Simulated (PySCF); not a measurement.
# WNH: singlet, from a bent start

The task is one start of a wider search on WNH: the singlet, from a bent start. It is relaxed, tested by its Hessian and followed downhill if it is a saddle.

Program: PySCF 2.14.0. Level of theory: PBE0, basis W def2-TZVP with ECP60, N def2-TZVP, H def2-TZVP, scalar-relativistic core potentials, no spin–orbit coupling, density fitting. These are calculated values, not measurements.

## (1) Where the work starts

3 atoms, charge 0, spin multiplicity 1.

Bond lengths: W1–N2 1.800 Å, W1–H3 1.690 Å. Angles: N2–W1–H3 110.0°.

Z-matrix (Å, degrees; charge 0 multiplicity 1):
```
W
N  1 1.8000
H  1 1.6900 2 110.00
```

## (2) The SCF at the typed geometry

One driver script runs all steps and calls PySCF; scf.py shows how it sets up the SCF of each step. The optimiser is the driver's own. After this first run the driver tries any further starts and a stability analysis.

scf.py reads:

```python
from pyscf import gto, scf, dft
mol = gto.M(atom='''
W      0.000000     0.000000     0.000000
N     -1.474500     0.000000     1.032400
H      1.384400     0.000000     0.969300''',
    basis={'W': 'def2-TZVP', 'N': 'def2-TZVP', 'H': 'def2-TZVP'},
    ecp={'W': 'def2-TZVP'},
    charge=0, spin=0)
mf = dft.RKS(mol, xc='PBE0')
mf.grids.atom_grid = (50, 194)
aux = {'W': 'def2-universal-JKFIT', 'N': 'def2-universal-JKFIT', 'H': 'def2-universal-JKFIT'}
mf = mf.density_fit(auxbasis=aux)
mf.conv_tol = 1e-08
mf.diis_space = 10
mf.max_cycle = 60
mf.init_guess = 'minao'
mf.verbose = 4
mf.kernel()
```

Run with:

```console
OMP_NUM_THREADS=2 python axn.py task.json out
```

Further steps of the session: Relaxation: bent start, singlet; Is it a minimum? Harmonic modes; The broken-symmetry singlet; Frequencies.

What does the calculation give? Wanted: minimum; geometry; wavenumbers; dipole moment; highest occupied, lowest empty level; polar-tensor charge of W1; zero-point energy; atomisation energy; ⟨S²⟩.

As calculated:

```
                                          quantity                                  value
                                           minimum           broken-symmetry (Ms = 0), Cs
                                          geometry  W–H 1.700 Å, W–N 1.648 Å; H–W–N 96.5°
                                wavenumbers (cm⁻¹)                        679, 1174, 2011
                                     dipole moment                                 4.26 D
highest occupied, lowest empty level (either spin)                        -6.28, -2.66 eV
                         polar-tensor charge of W1                                +0.81 e
                                 zero-point energy                            23.1 kJ/mol
                               entropy at 298.15 K                        259.3 J/(mol K)
         atomisation energy (no zero-point energy)                             863 kJ/mol
                                              ⟨S²⟩                                  0.970
```

What this shows: The bent start keeps its Cs symmetry and ends in a minimum. The determinant is spin-contaminated (⟨S²⟩ = 0.97 against 0.00), so it is no pure spin state. In the infrared the band at 2011 cm⁻¹ (stretch) leads. The first SCF alone would have been 43 kJ/mol too high. Only this shape and spin were tried, so other structures or states may lie lower. The SCF density has lower symmetry than the nuclear frame. With an element this heavy the missing spin–orbit coupling can shift these numbers.
